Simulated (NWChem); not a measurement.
# AsF3 (arsenic trifluoride): levels of theory compared

We compute a comparison of 6 runs (HF/cc-pVDZ, PBE0/pcseg-2, B3LYP/cc-pVDZ, PBE/cc-pVDZ, PBE0/cc-pVDZ, SVWN5/cc-pVDZ) of AsF3 (arsenic trifluoride). 

The calculation is run with NWChem 7.3.0.

2 further runs of the same task are left out: 1 that didn't finish, 1 set aside as unsound or not needed.

## (1) The structure to begin with

The species is AsF3 (4 atoms), meant as a singlet with charge 0. As SMILES, `F[As](F)F`. The shape is that of a PBE0-D4/def2-TZVP optimisation.

Bond lengths: F1–As2 1.715 Å, As2–F3 1.715 Å, As2–F4 1.715 Å. Angles: F1–As2–F3 95.9°, F1–As2–F4 95.9°, F3–As2–F4 95.9°.

## (2) Energy and forces at HF/cc-pVDZ (run 1)

Contents of asf3.nw:

```
start asf3
title "AsF3 gradient"
memory stack 880 mb heap 220 mb global 1100 mb

geometry units angstroms noautosym nocenter noautoz
  F    -0.445870    0.395590    1.362650
  As   -0.461950   -0.457240   -0.125630
  F     1.203970   -0.865930   -0.112740
  F    -0.296160    0.927580   -1.124280
end

basis spherical bse
  F library cc-pVDZ
  As library cc-pVDZ
end

scf
  nopen 0
  rhf
  thresh 1e-08
  maxiter 80
end

task scf gradient
```

Launch:

```sh
nwchem asf3.nw > asf3.out
```

The log of the run:

```text
[...]
  functions       =    69
[...]
  wavefunction    = RHF
[...]
         Total SCF energy =  -2532.554382938101
      One-electron energy =  -4178.385951338271
      Two-electron energy =   1320.491535128187
 Nuclear repulsion energy =    325.340033271983
        Time for solution =    103.0s
[...]
                         RHF ENERGY GRADIENTS
    atom               coordinates                        gradient
                 x          y          z           x          y          z
   1 F      -0.842572   0.747557   2.575035   -0.000886   0.000028   0.001365
   2 As     -0.872959  -0.864058  -0.237406    0.000725   0.000707   0.000188
   3 F       2.275173  -1.636370  -0.213048    0.000886  -0.001334  -0.000231
   4 F      -0.559661   1.752872  -2.124581   -0.000726   0.000598  -0.001322
[...]
```

Run time: 2.1 min. Hardware: 1 thread of Intel Xeon Platinum 8259CL at 2.50GHz (Skylake/Cascade Lake), shared host; peak memory 0.1 GiB.

## (3) Energy and gradient at PBE0/pcseg-2 (run 2)

Contents of asf3.nw:

```
start asf3
memory stack 880 mb heap 220 mb global 1100 mb

geometry units angstrom noautosym nocenter noautoz
   F       -0.445870       0.395590       1.362650
   As      -0.461950      -0.457240      -0.125630
   F        1.203970      -0.865930      -0.112740
   F       -0.296160       0.927580      -1.124280
end

basis spherical bse
   F library pcseg-2
   As library pcseg-2
end

dft
   xc pbe0
   grid fine
   convergence energy 1e-08
   maxiter 100
   mulliken
   print low
end

task dft gradient
```

Launch:

```sh
nwchem asf3.nw > asf3.out
```

The log of the run:

```text
[...]
 d= 0,ls=0.0,diis     1  -2534.9685986151 -2.86D+03  1.12D-02  1.44D+00    12.0
[...]
 d= 0,ls=0.0,diis     8  -2535.1055466759 -5.44D-10  7.65D-07  4.60D-08    69.2
         Total DFT energy =    -2535.105546675862
      One electron energy =    -4180.805070949463
           Coulomb energy =     1434.416946229645
    Exchange-Corr. energy =     -114.057455228027
 Nuclear repulsion energy =      325.340033271983
[...]
      Total Density - Mulliken Population Analysis
     ---------------------------------------------
    Atom       Charge   Shell Charges
 -----------   ------   -------------------------------------------------------
    1 F    9     9.35   2.00  0.64  0.96  0.34  2.35  2.27  0.78  0.00  0.01  0.00
    2 As  33    31.96   2.00  2.00  1.18  0.76  0.96  0.92  6.00  5.90  0.63  1.02  0.10  9.66  0.52  0.19  0.12
    3 F    9     9.35   2.00  0.64  0.96  0.34  2.35  2.27  0.78  0.00  0.01  0.00
    4 F    9     9.35   2.00  0.64  0.96  0.34  2.35  2.27  0.78  0.00  0.01  0.00
[...]
                         DFT ENERGY GRADIENTS
    atom               coordinates                        gradient
                 x          y          z           x          y          z
   1 F      -0.842572   0.747557   2.575035   -0.000169  -0.000204  -0.000111
   2 As     -0.872959  -0.864058  -0.237406    0.000597   0.000582   0.000154
   3 F       2.275173  -1.636370  -0.213048   -0.000251  -0.000147  -0.000045
   4 F      -0.559661   1.752872  -2.124581   -0.000177  -0.000232   0.000002
 Task  times  cpu:       91.2s     wall:       91.2s
 Total times  cpu:       91.2s     wall:       91.2s
```

Run time: 92 s. Hardware: 1 thread of Intel Xeon Platinum 8259CL at 2.50GHz (Skylake/Cascade Lake), shared host; peak memory 0.14 GiB.

Run 3 isn't shown in full; the table further down has it.

## (4) Energy and gradient at PBE/cc-pVDZ (run 4)

Contents of test.nw:

```
start test
title "AsF3"
memory stack 880 mb heap 220 mb global 1100 mb
charge 0
geometry units angstroms noautosym nocenter noautoz
   F       -0.445870       0.395590       1.362650
   As      -0.461950      -0.457240      -0.125630
   F        1.203970      -0.865930      -0.112740
   F       -0.296160       0.927580      -1.124280
end
basis spherical bse
   * library cc-pVDZ
end
dft
   xc xpbe96 cpbe96
   grid xfine
   convergence energy 1e-08
   maxiter 100
   mulliken
   print medium
end
task dft gradient
```

Launch:

```sh
nwchem test.nw > test.out
```

The log of the run:

```text
[...]
          Wavefunction type:  closed shell.
          No. of atoms     :     4
          No. of electrons :    60
[...]
          Charge           :     0
          Spin multiplicity:     1
[...]
          AO basis - number of functions:    69
[...]
              XC Information
              --------------
          PerdewBurkeErnzerhof Exchange Functional  1.000
            Perdew 1991 LDA Correlation Functional  1.000 local
           PerdewBurkeErnz. Correlation Functional  1.000 non-local
[...]
 d= 0,ls=0.0,diis     1  -2534.6784646024 -2.86D+03  2.89D-02  1.35D+00    16.9
[...]
 d= 0,ls=0.0,diis    10  -2534.8370610157 -8.59D-11  4.95D-08  4.91D-11    82.9
         Total DFT energy =    -2534.837061015736
      One electron energy =    -4178.923598772031
           Coulomb energy =     1432.652805513256
    Exchange-Corr. energy =     -113.906301028944
 Nuclear repulsion energy =      325.340033271983
[...]
  wavefunction    = closed shell
                         DFT ENERGY GRADIENTS
    atom               coordinates                        gradient
                 x          y          z           x          y          z
   1 F      -0.842572   0.747557   2.575035    0.001044  -0.015082  -0.028288
   2 As     -0.872959  -0.864058  -0.237406    0.031534   0.031202   0.008566
   3 F       2.275173  -1.636370  -0.213048   -0.030737   0.009210   0.000121
   4 F      -0.559661   1.752872  -2.124581   -0.001841  -0.025330   0.019601
[...]
```

It took 1.7 min on 1 thread of Intel Xeon Platinum 8259CL at 2.50GHz (Skylake/Cascade Lake), shared host; peak memory 0.12 GiB.

Run 5 isn't shown in full; the table further down has it.

## (5) Energy and gradient at SVWN5/cc-pVDZ (run 6)

Contents of work.nw:

```
start work
memory stack 880 mb heap 220 mb global 1100 mb
geometry units angstrom noautosym nocenter noautoz
  F    -0.445870    0.395590    1.362650
  As   -0.461950   -0.457240   -0.125630
  F     1.203970   -0.865930   -0.112740
  F    -0.296160    0.927580   -1.124280
end
basis spherical bse
  F library cc-pVDZ
  As library cc-pVDZ
end
dft
  xc slater vwn_5
  mult 1
  grid xfine
  convergence energy 1e-08
  iterations 100
  mulliken
  print medium
end
task dft gradient
```

Launch:

```sh
nwchem work.nw > work.out
```

The log of the run:

```text
[...]
          Wavefunction type:  closed shell.
          No. of atoms     :     4
          No. of electrons :    60
[...]
          Charge           :     0
          Spin multiplicity:     1
[...]
          AO basis - number of functions:    69
[...]
              XC Information
              --------------
                        Slater Exchange Functional  1.000 local
                      VWN V Correlation Functional  1.000 local
[...]
 d= 0,ls=0.0,diis     1  -2530.1078241816 -2.86D+03  3.09D-02  1.82D+00    10.9
[...]
 d= 0,ls=0.0,diis    10  -2530.2868471033 -3.99D-10  1.76D-07  7.05D-10    64.2
         Total DFT energy =    -2530.286847103316
      One electron energy =    -4178.692352867847
           Coulomb energy =     1432.366659101651
    Exchange-Corr. energy =     -109.301186609103
 Nuclear repulsion energy =      325.340033271983
[...]
  wavefunction    = closed shell
                         DFT ENERGY GRADIENTS
    atom               coordinates                        gradient
                 x          y          z           x          y          z
   1 F      -0.842572   0.747557   2.575035    0.000347  -0.007666  -0.014106
   2 As     -0.872959  -0.864058  -0.237406    0.016196   0.016020   0.004396
   3 F       2.275173  -1.636370  -0.213048   -0.015455   0.004408   0.000014
   4 F      -0.559661   1.752872  -2.124581   -0.001088  -0.012762   0.009697
[...]
```

Wall time 84 s (1 thread of Intel Xeon Platinum 8259CL at 2.50GHz (Skylake/Cascade Lake), shared host); peak memory 0.12 GiB.

## (6) The series

```tsv
run	level	iteration cap	module	energy (Eh)	dipole moment (D)	HOMO energy (eV)	LUMO energy (eV)	wall time
1	HF/cc-pVDZ	80	scf	-2532.554383	3.03	-13.20	2.85	2.1 min
2	PBE0/pcseg-2	100	dft	-2535.105547	–	–	–	92 s
3	B3LYP/cc-pVDZ	100	dft	-2535.485215	2.48	-9.32	-0.81	89 s
4	PBE/cc-pVDZ	100	dft	-2534.837061	2.18	-8.00	-1.39	1.7 min
5	PBE0/cc-pVDZ	100	dft	-2534.894023	2.48	-9.60	-0.61	98 s
6	SVWN5/cc-pVDZ	100	dft	-2530.286847	2.20	-8.21	-1.65	84 s
```

## (7) Outcome

| quantity | value |
| --- | --- |
| run 6: total energy | -2530.28685 Eh |
| run 6: dipole moment | 2.20 D |
| run 6: HOMO energy | -8.21 eV |
| run 6: LUMO energy | -1.65 eV |
| run 6: HOMO–LUMO gap | 6.56 eV |
| run 6: largest force on an atom | 1.193 eV/Å |

**Reading.** Over runs 1, 3, 4, 5, 6 the dipole moment (its size) runs from 2.18 D (PBE/cc-pVDZ) to 3.03 D (HF/cc-pVDZ). Over runs 1, 3, 4, 5, 6 the HOMO–LUMO gap runs from 6.56 eV (SVWN5/cc-pVDZ) to 16.05 eV (HF/cc-pVDZ). Exact exchange widens orbital gaps. Totals of different functionals can't be ranked against each other. All runs together took 9.9 min, the longest 2.1 min.
